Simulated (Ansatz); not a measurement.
# AlTlS3: the cost of one run

Method: DFT PBE, scalar-relativistic, plane waves, PAW, in Ansatz 0.2.0.

### 1 Starting point

Symmetry: P6_3/mmc, No. 194, hexagonal system. Conventional cell: a = 6.939 Å, b = 6.939 Å, c = 5.862 Å, α = 90.00°, β = 90.00°, γ = 120.00°. Al (site symmetry -6m2) is surrounded by 12 S at 3.47 to 3.58 Å. Tl (site symmetry -3m) is surrounded by 6 S at 2.44 Å. S (site symmetry mm2) has 2 Tl at 2.44 Å and 4 Al at 3.47 to 3.58 Å as nearest neighbours.

As a file:

```
CELL_PARAMETERS angstrom
6.93884 0.00000 0.00000
-3.46942 6.00921 0.00000
0.00000 0.00000 5.86198
ATOMIC_POSITIONS crystal
Al 0.33333 0.66667 0.75000
Al 0.66667 0.33333 0.25000
Tl 0.00000 0.00000 0.00000
Tl 0.00000 0.00000 0.50000
S 0.16272 0.32545 0.25000
S 0.83728 0.16272 0.75000
S 0.32545 0.16272 0.75000
S 0.67455 0.83728 0.25000
S 0.16272 0.83728 0.25000
S 0.83728 0.67455 0.75000
```

Recipe of the guess: species swapped into a database cell of CsMnI3 (P6_3/mmc, No. 194), with Al on the Cs sites, Tl on the Mn sites and S on the I sites. Lengths come from tabulated atomic sizes and are only a guess.

### 2 A first look at the guess

input.yaml

```yaml
crystal:
  lattice:
    - [6.938837, 0.0, 0.0]
    - [-3.4694185, 6.00920911, 0.0]
    - [0.0, 0.0, 5.86197779]
  atoms:
    - { symbol: Al, position: [0.33333333, 0.66666667, 0.75] }
    - { symbol: Al, position: [0.66666667, 0.33333333, 0.25] }
    - { symbol: Tl, position: [0.0, 0.0, 0.0] }
    - { symbol: Tl, position: [0.0, 0.0, 0.5] }
    - { symbol: S, position: [0.16272266, 0.32544532, 0.25] }
    - { symbol: S, position: [0.83727734, 0.16272266, 0.75] }
    - { symbol: S, position: [0.32544532, 0.16272266, 0.75] }
    - { symbol: S, position: [0.67455468, 0.83727734, 0.25] }
    - { symbol: S, position: [0.16272266, 0.83727734, 0.25] }
    - { symbol: S, position: [0.83727734, 0.67455468, 0.75] }
basis:
  ecutwfc: 420
kpoints:
  mp_grid: { grid: [3, 3, 4] }
hamiltonian:
  xc: pbe
scf:
  occupations: { method: gaussian, width: 0.1 }
  lower_state_search: "off"
output:
  forces: true
  stress: true
  eigenvalues: true
```

Started as:

```bash
> ansatz run input.yaml --threads 1 --pin off --max-ram 2560MiB --backend cpu --events-out ev --progress --plain --runs-dir out
```

Q: Estimate wall time and peak memory on 1 thread of Arm Neoverse V1, shared host.

About 6.4 s, with a peak of 0.41 GiB.
